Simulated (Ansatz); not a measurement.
# TiSi3O8: the band gap up the ladder of functionals

The task here is to estimate one member of a computed series from the others.

Code: Ansatz 0.2.0. PAW datasets, plane waves. Simulation only: spin-unpolarised, and no claim that this is the phase found in nature.

## The cell

The cell was relaxed beforehand with r2SCAN.

Space group Cmmm (No. 65), orthorhombic; conventional cell a = 6.011 Å, b = 6.115 Å, c = 5.504 Å, 8.43 Å³ an atom. Near Si stand 6 O at 1.79–1.80 Å; near Ti stand 6 O at 1.91–1.95 Å; near O stand 2 Si at 1.76–1.80 Å and 1 Ti at 1.91 Å; near O stand 2 Si at 1.79 Å and 1 Ti at 1.95 Å; near Si stand 6 O at 1.76–1.87 Å.

Coordinates:

```cif
data_structure
_symmetry_space_group_name_H-M 'Cmmm'
_symmetry_Int_Tables_number 65
_cell_length_a 6.0114
_cell_length_b 6.1154
_cell_length_c 5.5039
_cell_angle_alpha 90.000
_cell_angle_beta 90.000
_cell_angle_gamma 90.000
_cell_volume 202.34
loop_
_atom_site_label
_atom_site_type_symbol
_atom_site_symmetry_multiplicity
_atom_site_Wyckoff_symbol
_atom_site_fract_x
_atom_site_fract_y
_atom_site_fract_z
_atom_site_occupancy
Si1 Si 4 l 0.50000 0.00000 0.25592 1
Ti1 Ti 2 a 0.00000 0.00000 0.00000 1
O1 O 8 o 0.20094 0.00000 0.26797 1
O2 O 4 i 0.50000 0.81846 0.00000 1
Si2 Si 2 d 0.00000 0.00000 0.50000 1
O3 O 4 j 0.50000 0.80549 0.50000 1
```

Set-up of the first run:

Input file input.yaml:

```yaml
crystal:
  lattice:
    - [3.0057199854, -3.0576756761, 0.0]
    - [3.0057199854, 3.0576756761, 0.0]
    - [0.0, 0.0, 5.5039104865]
  atoms:
    - { symbol: Si, position: [0.5, 0.5, 0.2559215287] }
    - { symbol: Ti, position: [0.0, 0.0, 0.0] }
    - { symbol: O, position: [0.2009395755, 0.2009395755, 0.2679688979] }
    - { symbol: O, position: [0.7990604245, 0.7990604245, 0.2679688979] }
    - { symbol: O, position: [0.6815447404, 0.3184552596, 0.0] }
    - { symbol: O, position: [0.3184552596, 0.6815447404, 0.0] }
    - { symbol: Si, position: [0.5, 0.5, 0.7440784713] }
    - { symbol: Si, position: [0.0, 0.0, 0.5] }
    - { symbol: O, position: [0.2009395755, 0.2009395755, 0.7320311021] }
    - { symbol: O, position: [0.7990604245, 0.7990604245, 0.7320311021] }
    - { symbol: O, position: [0.6945064631, 0.3054935369, 0.5] }
    - { symbol: O, position: [0.3054935369, 0.6945064631, 0.5] }
kpoints:
  mp_grid: { grid: [6, 6, 6] }
  band_path:
    path:
      - [[0.0, 0.0, 0.0], [-0.5, 0.5, -5.56272125681e-35], [-0.491576235779, 0.508423764221, 3.257711204301e-20]]
      - [[0.491576235779, 0.491576235779, 1.901066279937e-18], [0.0, 0.0, 0.0], [-3.244596577691e-35, -3.244596577691e-35, 0.5], [0.491576235779, 0.491576235779, 0.5]]
      - [[-0.491576235779, 0.508423764221, 0.5], [-0.5, 0.5, 0.5], [-0.5, 0.5, -5.56272125681e-35]]
      - [[0.0, 0.0, 0.0], [5.45016206278e-17, 0.5, 9.668216959901e-19], [5.47906597368e-17, 0.5, 0.5], [-3.244596577691e-35, -3.244596577691e-35, 0.5], [-0.5, 0.5, 0.5]]
    npoints: 10
hamiltonian:
  xc: pbe
scf:
  occupations: { method: fermi_dirac, width: 0.02 }
  n_extra_bands: 7
output:
  forces: true
  stress: true
  eigenvalues: true
```

Among the steps run: Band structure with PBE; r2SCAN; HSE06; Single point with PBE0.

One table of the session follows, with a row left open; its other results are not shown here.

```
 level  gap (eV)
   PBE      1.79
r2SCAN      2.23
 HSE06      3.61
  PBE0         ?
```

**Question.** Estimate the row for PBE0.

**Answer.** gap (eV): 4.39. In the column «gap (eV)» it is the highest.

Meshes: PBE 6×6×6, r2SCAN 6×6×6, HSE06 4×4×4, PBE0 4×4×4

What this shows: PBE gives the least gap, 1.79 eV, and PBE0 the largest, 4.39 eV. Against HSE06, PBE is short by 1.82 eV, at 49 % of it, and r2SCAN 62 %. PBE0 lies 0.77 eV above HSE06, which differs from it by screening the long-range exchange.

Caveats from the session: Warnings in the runs' records: stress exchange threshold loose, stress scf threshold loose.
